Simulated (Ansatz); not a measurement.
# AlGaHF+ (doublet): the correlation ladder, cc-pVDZ

One table from this session's results is given with a row withheld; the runs are named, their logs left out.

Program: Ansatz 0.2.0, Gaussian basis. Level of theory: cc-pVDZ, core rule «outside noble gas», up to 20 orbitals frozen. These are calculated values, not measurements.

The runs, in order: UHF; CCSD(T) on ROHF; CCSD(T) on UHF; BCCD(T) on ROHF; CISD as a restricted active space (open shells left free, so some higher excitations enter); CCSDT(Q) on ROHF; CCSDT(Q) on UHF.

4 further runs of the same task are left out: 4 set aside as unsound or not needed. Runs told in other sessions of the task aren't counted.

## The geometry

The geometry is a PBE0/def2-TZVP stationary point (not a proven minimum) of the parent state, kept for this charge and spin. No spin-orbit coupling is included. The filled d shell of Ga may be among the frozen orbitals whatever the setting's name suggests.

4 atoms, charge 1, spin multiplicity 2.

Atoms are counted from 1 here; the program's logs count them from 0.

Bond lengths: Al1–H4 1.648 Å, Ga2–F3 1.770 Å.

Set-up of the first run:

in.yaml reads:

```yaml
crystal:
  periodic: [false, false, false]
  atoms:
    - {symbol: Al, position_ang: [0.000000, -0.316483, 2.307778]}
    - {symbol: Ga, position_ang: [0.000000, 0.239515, -0.387410]}
    - {symbol: F, position_ang: [0.000000, -0.498414, -1.995707]}
    - {symbol: H, position_ang: [0.000000, 1.298269, 2.638305]}
basis:
  gaussian: {orbitals: cc-pVDZ}
total_charge: 1
magnetization: {spin_polarized: true, initial_magnetization: 1}
hamiltonian: {xc: hf}
output: {orbitals: {seedname: orbitals}}
```

Command:

```sh
ansatz run in.yaml --threads 1 --pin off --events-out ev --progress --plain --max-ram 4096MiB --backend cpu
```

Steps of the session up to this table: UHF; CCSD(T) on ROHF; CCSD(T) on UHF; BCCD(T) on ROHF; CISD as a restricted active space (open shells left free, so some higher excitations enter); CCSDT(Q) on ROHF; CCSDT(Q) on UHF.

One of the session's tables, all rows but one given; the rest of the session is left out.

It belongs to the step «Misses and costs». 

| method | from UCCSDT(Q) (kcal/mol) |
| --- | --- |
| ROHF | +192.16 |
| UHF | +190.39 |
| RMP2 | +18.99 |
| UMP2 | +18.85 |
| RCCSD | ? |
| UCCSD | +5.53 |
| RCCSD(T) | +1.20 |
| UCCSD(T) | +1.18 |
| BCCD(T) | +1.01 |
| RCCSDT | +0.53 |
| UCCSDT | +0.52 |
| RCCSDT(Q) | +0.19 |
| UCCSDT(Q) | 0 |

Estimate the missing values for RCCSD.

The run gave: from UCCSDT(Q) (kcal/mol): +5.63. In the column «from UCCSDT(Q) (kcal/mol)» it lies between UCCSD (+5.53) and UMP2 (+18.85).

Not comparable, so not listed: CISD as a restricted active space (open shells left free, so some higher excitations enter) (they don't share determinant, frozen orbitals or solution with the rows shown, or repeat one).

Caveats from the session: Restricted and unrestricted rows rest on different reference determinants; a gap between their highest levels can come from leftover correlation error, from unlike frozen cores or from another state.
